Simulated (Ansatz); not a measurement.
# TePd: further runs on the relaxed cell

The task here is to estimate one member of a computed series from the others.

Method: DFT PBEsol, scalar-relativistic, plane waves, PAW, in Ansatz 0.2.0.

1 further run of the same task is left out (set aside as unsound or not needed).

### The structure to begin with

The structure is hexagonal, space group P6_3/mmc (No. 194). Conventional cell: a = 4.157 Å, b = 4.157 Å, c = 5.618 Å, α = 90.00°, β = 90.00°, γ = 120.00°. Around Te (site symmetry -6m2) lie 6 Pd at 2.78 Å. Pd (site symmetry -3m) has 6 Te at 2.78 Å and 2 Pd at 2.81 Å as nearest neighbours.

Structure file:

```cif
data_structure
_symmetry_space_group_name_H-M 'P6_3/mmc'
_symmetry_Int_Tables_number 194
_cell_length_a 4.1570
_cell_length_b 4.1570
_cell_length_c 5.6180
_cell_angle_alpha 90.000
_cell_angle_beta 90.000
_cell_angle_gamma 120.000
_cell_volume 84.07
loop_
_atom_site_label
_atom_site_type_symbol
_atom_site_symmetry_multiplicity
_atom_site_Wyckoff_symbol
_atom_site_fract_x
_atom_site_fract_y
_atom_site_fract_z
_atom_site_occupancy
Te1 Te 2 c 0.33333 0.66667 0.25000 1
Pd1 Pd 2 a 0.00000 0.00000 0.00000 1
```

It is the result of an earlier relaxation at this level (volume 21.02 Å³/atom; gap on the mesh: none (metal)).

Set-up of the first run:

input.yaml reads:

```yaml
crystal:
  lattice:
    - [4.1569631855, 0.0, 0.0]
    - [-2.0784815927, 3.6000357212, 0.0]
    - [0.0, 0.0, 5.6179538624]
  atoms:
    - { symbol: Te, position: [0.3333333333, 0.6666666667, 0.25] }
    - { symbol: Te, position: [0.6666666667, 0.3333333333, 0.75] }
    - { symbol: Pd, position: [0.0, 0.0, 0.0] }
    - { symbol: Pd, position: [0.0, 0.0, 0.5] }
basis:
  ecutwfc: 420
kpoints:
  mp_grid: { grid: [12, 12, 8] }
  band_path:
    path:
      - [[0.0, 0.0, 0.0], [0.5, 0.0, 0.0], [0.33333333, 0.33333333, 0.0], [0.0, 0.0, 0.0], [0.0, 0.0, 0.5], [0.5, 0.0, 0.5], [0.33333333, 0.33333333, 0.5], [0.0, 0.0, 0.5]]
      - [[0.5, 0.0, 0.5], [0.5, 0.0, 0.0]]
      - [[0.33333333, 0.33333333, 0.5], [0.33333333, 0.33333333, 0.0]]
    npoints: 14
hamiltonian:
  xc: pbesol
scf:
  occupations: { method: gaussian, width: 0.1 }
  n_extra_bands: 10
output:
  forces: true
  stress: true
  eigenvalues: true
  populations: true
  dos: { projected: true, de: 0.02, nscf_kmesh: { grid: [18, 18, 12] } }
  bader: true
```

On the command line:

```sh
> ansatz run input.yaml --threads 1 --pin off --max-ram 2560MiB --backend cpu --events-out ev --progress --plain --runs-dir out
```

Steps of the session up to this table: Electronic structure at the relaxed geometry; Back to the database's cell; Volume × 0.97; Volume × 1.03; Point at V/V0 = 0.94; The cell scaled to 1.06 of its volume; The cell scaled to 0.91 of its volume; Volume × 1.10; Volume × 0.88.

One of the session's tables, all rows but one given; the rest of the session is left out.

It belongs to the step «Equation of state». 

```
volume (Å³/atom)  energy above the lowest point (meV/atom)  pressure (GPa)
          18.496                                     142.6           20.59
          19.127                                         ?               ?
          19.757                                      31.3            8.45
          20.388                                       7.4            3.85
          21.018                                       0.0            0.02
          21.649                                       6.4           -3.17
          22.280                                      24.2           -5.82
          23.120                                      62.5           -8.66
```

Q: Estimate the row for volume (Å³/atom) = 19.127 from the others.

Worked estimate for «energy above the lowest point (meV/atom)». A straight line through the neighbours (18.496, 142.6) and (19.757, 31.3) gives 142.6 + (31.3 − 142.6) × (19.127 − 18.496) / (19.757 − 18.496) = 86.9; a parabola fitted to 3 rows on both sides gives 76.3.

As computed: energy above the lowest point (meV/atom): 75.1; pressure (GPa): 13.96. In «energy above the lowest point (meV/atom)» the line misses by +11.8 and the parabola by +1.2.
